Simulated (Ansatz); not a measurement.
A run of Ansatz 0.2.0 is set up as follows.

input

```
crystal:
  lattice:
    - [3.93350939, 0.0, 0.0]
    - [-1.96675469, 3.40651905, 0.0]
    - [0.0, 0.0, 3.50961939]
  atoms:
    - { symbol: Hf, position: [0.0, 0.0, 0.5] }
    - { symbol: Ge, position: [0.33333333, 0.66666667, 0.5] }
hamiltonian:
  xc: r2scan0
  pseudopotentials: { kind: paw }
kpoints:
  mp_grid: { grid: [4, 4, 4] }
scf:
  occupations: { method: fermi_dirac, width: 0.05 }
output:
  forces: true
  stress: true
  eigenvalues: true
```

**Question.** What does it give for the pressure?

**Answer.** 39.2 GPa.

**Question.** Estimate the band gap on the k mesh.

**Answer.** None (metal or under the smearing width).

Stress tensor (GPa, compression positive):
```
 64.61   0.00   0.00
  0.00  64.61   0.00
  0.00   0.00 -11.75
```

Caveat: the k mesh is coarse (spacing up to 0.46 Å⁻¹), so the values aren't converged, least of all with exact exchange; a pressure of tens of GPa on the cell as given is suspect, and the run, the potentials or the cell itself is likely at fault; the PAW data sets come from PBE, with cores solved anew for the run's functional, which leaves a small shift of forces and pressure; the thresholds are loose for stress. The run has no spin-orbit coupling, so splittings on Hf are missing.
